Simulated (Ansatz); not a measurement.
CsMgBiO3, space group R3m, a single point

Program: the Ansatz DFT code, driven from Python.

Typed at the interpreter:
```pycon
>>> from pathlib import Path
>>> import warnings
>>> import ansatz as az
>>> from ase.io.cube import read_cube_data
>>> from ase.units import Bohr
>>> FUNCTIONAL = "pbesol"
>>> DISPERSION = "D3(BJ)"
>>> K_SPACING = 0.32
>>> OCCUPATIONS = "fixed"
>>> MAX_SCF = 100
>>> warnings.simplefilter("ignore", az.DeckWarning)
>>> xtal = (
...     az.Lattice.of((3.2305, 1.8651, 3.797), (-3.2305, 1.8651, 3.797), (0.0, -3.7303, 3.797))
...     .atom("Cs", (0.9173, 0.9173, 0.9173))
...     .atom("Mg", (0.3022, 0.3022, 0.3022))
...     .atom("Bi", (0.5653, 0.5653, 0.5653))
...     .atom("O", (0.4914, 0.9822, 0.4914))
...     .atom("O", (0.4914, 0.4914, 0.9822))
...     .atom("O", (0.9822, 0.4914, 0.4914))
... )
>>> [site.symbol for site in xtal.resolved().sites]
['Cs', 'Mg', 'Bi', 'O', 'O', 'O']
>>> # settings of the run
>>> job = (
...     xtal.calculation()
...     .functional(FUNCTIONAL, dispersion=DISPERSION)
...     .basis(35 * az.Ry, xc_grid=3)
...     .kpoints(spacing=K_SPACING)
...     .occupations(OCCUPATIONS)
...     .scf(max_iterations=MAX_SCF)
...     .density()
...     .output_files(volumetric_format="cube")
... )
>>> history = []
>>> outcome = job.session().plan().execute(on_event=lambda event: history.append(event["data"]["dr2_ev"]) if event["event"] == "scf_iter" else None)

>>> report = outcome.report
>>> outcome.unlabelled_reasons
['no_forces']
>>> sorted(key for key in report if key.endswith("_ev"))
['energy_sigma0_ev', 'entropy_ts_ev', 'fermi_energy_ev', 'free_energy_ev', 'gap_by_band_count_ev', 'harris_foulkes_ev', 'internal_energy_ev', 'lagrangian_ev', 'lagrangian_sigma0_ev']
>>> report["n_electrons"]
52.0
>>> print("density residual by iteration (eV):", " ".join(f"{value:.1e}" for value in history[:40]))
density residual by iteration (eV): 1.5e-01 2.8e-02 2.3e-03 1.1e-04 7.4e-06 1.2e-06 2.0e-06 9.3e-08
>>> print("%-22s %14.5f eV" % ("F = E - TS", report["free_energy_ev"]))
F = E - TS               -21425.20729 eV
>>> print("%-22s %14.5f eV" % ("E", report["internal_energy_ev"]))
E                        -21425.20729 eV
>>> print("%-22s %14.5f eV" % ("Harris-Foulkes", report["harris_foulkes_ev"]))
Harris-Foulkes           -21425.20729 eV
>>> print("%-22s %14.5f eV" % ("Fermi level", report["fermi_energy_ev"]))
Fermi level                   4.99535 eV
>>> # cube files hold the density in electrons per cubic bohr
>>> folder = Path(outcome.write_results("cubes"))
>>> print("".join(open(folder / "rho.cube").readlines()[: 6 + 6]), end="")
ansatz rho
values in e/bohr^3 (x slowest, z fastest)
    6    0.000000    0.000000    0.000000
   40    0.152619    0.088113    0.179382
   40   -0.152619    0.088113    0.179382
   40    0.000000   -0.176231    0.179382
   55   55.000000    0.000000   -0.000173   19.745681
   12   12.000000    0.000000   -0.000057    6.505118
   83   83.000000    0.000000   -0.000107   12.168574
    8    8.000000   -2.996216    1.729746   14.099445
    8    8.000000    0.000000   -3.459862   14.099445
    8    8.000000    2.996216    1.729746   14.099445
>>> values, cube_atoms = read_cube_data(str(folder / "rho.cube"))
>>> print("electrons from the file:", round(values.mean() * cube_atoms.get_volume() / Bohr ** 3, 3))
electrons from the file: 52.0
>>> print("doubts on the final state:", report["published_state_doubts"] or "none")
doubts on the final state: none
>>> print("warnings:", sorted({n["data"]["kind"] for n in outcome.notices if n["data"].get("severity") in ("warning", "doubt")}) or "none")
warnings: none
```

The settings weren't tested for convergence. Spin-orbit coupling, left out here, can change this gap by several tenths of an eV, and inverted bands can meet off the mesh. With fixed filling the reported Fermi level is the top filled level among the k-points of the SCF. Only differences from the Fermi energy are physical; the zero of the scale is a convention. The fields are valence quantities on the plane-wave grid; their values near the nuclei depend on the potentials. The structure comes from a database of computed cells and needn't be a stable or known phase. Gaps and levels are Kohn-Sham values on a finite set of k-points, without spin-orbit coupling. It ran for 13 s on 1 thread of Intel(R) Xeon(R) Platinum 8259CL CPU @ 2.50GHz (Skylake/Cascade Lake) (shared host), peak memory 0.6 GiB.

(Lines on the test bed's own set-up are left out of the output.)
